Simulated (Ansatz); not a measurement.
Predict the output of the script below (Ansatz 0.2.0, Python API).

Script `sralge_fermi.py`:
```python
import ansatz as az


def main() -> None:
    cell = (
        az.Lattice.of([4.296519, 0.0, 0.0], [-2.14826, 3.720895, 0.0], [0.0, 0.0, 4.779022])
        .atom('Sr', [0.0, 0.0, 0.0])
        .atom('Al', [2 / 3, 1 / 3, 0.5])
        .atom('Ge', [1 / 3, 2 / 3, 0.5])
    )

    calculation = (
        cell.calculation()
        .functional('PBEsol')
        .basis(550)
        .kpoints(spacing=0.32)
        .occupations(az.OccupationsMethod.FERMI_DIRAC, width=0.1)
        .eigenstates(nscf_kmesh=(8, 8, 6), level_slopes=True)
    )
    surface = calculation.run(threads=1).fermi_surface().to_plain()
    for way, reading in surface.items():
        if reading:
            rho_lambda = [f'{v:.3e}' for v in reading['resistivity_times_mean_free_path_ohm_m2']]
            print(f'{way:24s} area {reading["spin_summed_area_per_ang2"]:8.3f} 1/A^2  rho*lambda (ohm m^2) {rho_lambda}')


if __name__ == '__main__':
    main()
```

```console
$ python sralge_fermi.py
by_tetrahedra            area   17.366 1/A^2  rho*lambda (ohm m^2) ['1.610e-15', '1.610e-15', '2.166e-15']
by_slopes                area   14.107 1/A^2  rho*lambda (ohm m^2) ['2.069e-15', '2.069e-15', '2.393e-15']
on_every_second_point    area   14.993 1/A^2  rho*lambda (ohm m^2) ['1.855e-15', '1.855e-15', '2.545e-15']
```

Notes:
- For a metal this k-point mesh is coarse: on a finer one energies can move by several to tens of meV an atom and pressures by half a GPa or more, differences at one mesh by less.
- This cell is a computed structure, which may not be the phase found in nature.
- The three readings differ by the mesh error.
- Hardware and time: 12 s on 1 thread of Arm Neoverse V2, on a shared host, peak memory 0.39 GiB.

(Lines on the test bed's own set-up are left out of the output.)
